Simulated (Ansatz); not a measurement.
CdBr:

```
Cd Br
1.0
     0.00000    3.07239    3.07239
     3.07239    0.00000    3.07239
     3.07239    3.07239    0.00000
Cd Br
1 1
Direct
  0.00000 0.00000 0.00000
  0.50000 0.50000 0.50000
```

The cell was built by a generator and needn't be a form met in nature.

- Program: Ansatz 0.2.0
- Task: single point
- Functional: PBE
- Potentials or basis: all-electron LAPW, scalar-relativistic
- Cutoff: 179 eV (chosen from the basis error)
- Basis error allowed: 0.001 eV/atom
- k mesh: 8 × 8 × 8
- Occupations: fermi-dirac, width 0.05 eV
- Spin: no spin polarisation

On this cell: pressure 1.1 GPa; largest force zero by symmetry; band gap on the k mesh none (metal or under the smearing width).

The same run follows on a disturbed copy (atoms moved at random, drawn with an rms of 0.05 Å):

```
Cd Br
1.0
     0.00000    3.07239    3.07239
     3.07239    0.00000    3.07239
     3.07239    3.07239    0.00000
Cd Br
1 1
Direct
  0.00218 0.00518 0.01699
  0.49803 0.50498 0.49740
```

Question: What does the disturbed cell give?

Answer: The energy (extrapolated to zero smearing) moves by +2.5 meV/atom; pressure 1.2 GPa; largest force 0.104 eV/Å; band gap on the k mesh none (metal or under the smearing width).

Forces on the atoms (eV/Å):
```
Cd  -0.066 -0.079 -0.014
Br   0.066  0.079  0.014
```

Stress tensor (GPa, compression positive):
```
 1.18 -0.02  0.00
-0.02  1.22  0.00
 0.00  0.00  1.12
```

Caveats: an odd number of electrons without spin polarisation forces a metal; a magnetic or distorted state may lie lower.
